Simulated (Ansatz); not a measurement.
# Ta: the cost of one run

Program: Ansatz 0.2.0. Level of theory: DFT LDA, scalar-relativistic, plane waves, PAW. These are calculated values, not measurements.

1 further run of the same task is left out (set aside as unsound or not needed).

### Step 1. The starting structure

Symmetry: Fm-3m, No. 225, cubic system. The conventional cell has a = 4.220 Å, b = 4.220 Å, c = 4.220 Å, α = 90.00°, β = 90.00°, γ = 90.00°. Around Ta (site symmetry m-3m) lie 12 Ta at 2.98 Å.

Structure file:

```xyz
1
Lattice="0.0000 2.1100 2.1100 2.1100 0.0000 2.1100 2.1100 2.1100 0.0000" Properties=species:S:1:pos:R:3 pbc="T T T"
Ta    0.0000    0.0000    0.0000
```

Source of the structure: the Crystallography Open Database.

### Step 6. The grid

Gamma surface: rigid slide across a plane, one fault a cell; the plane is (0 0 1) of the conventional cell.

- slide along a1: 6 values from 0.000 to 0.833, periodic
- slide along a2: 6 values from 0.000 to 0.833, periodic

Nothing else is relaxed (rigid halves, spacing across the cut fixed). Energies count from the perfect crystal.

The two vectors of the plane (Å): (-2.070, -2.070, 0.000); (2.070, -2.070, 0.000).

(The set-up runs are not shown.)

### Step 7. Point (2/6, 2/6) of the map's two axes

input.yaml reads:

```yaml
crystal:
  lattice:
    - [-2.0699878313, -2.0699878313, 0.0]
    - [2.0699878313, -2.0699878313, 0.0]
    - [0.0, -1.3799918875, 12.4199269876]
  atoms:
    - { symbol: Ta, position: [-0.30555, -0.30555, 0.91665] }
    - { symbol: Ta, position: [0.4722277778, 0.4722277778, 0.0833166667] }
    - { symbol: Ta, position: [-0.0833277778, -0.0833277778, 0.2499833333] }
    - { symbol: Ta, position: [0.3611166667, 0.3611166667, 0.41665] }
    - { symbol: Ta, position: [-0.1944388889, -0.1944388889, 0.5833166667] }
    - { symbol: Ta, position: [0.2500055556, 0.2500055556, 0.7499833333] }
basis:
  ecutwfc: 420
kpoints:
  mp_grid: { grid: [15, 15, 4] }
hamiltonian:
  xc: lda
  pseudopotentials: { kind: paw, azcp: { folder: soft_1 } }
scf:
  occupations: { method: gaussian, width: 0.15 }
output:
  forces: true
  stress: true
  eigenvalues: true
```

Run with:

```
$ ansatz run input.yaml --threads 2 --pin off --max-ram 4096MiB --backend cpu --events-out ev --progress --plain --runs-dir out
```

**Question.** How long does this run take on 2 threads of Arm Neoverse N1, shared host, and how much memory does it need?

About 62 s, with a peak of 0.94 GiB.
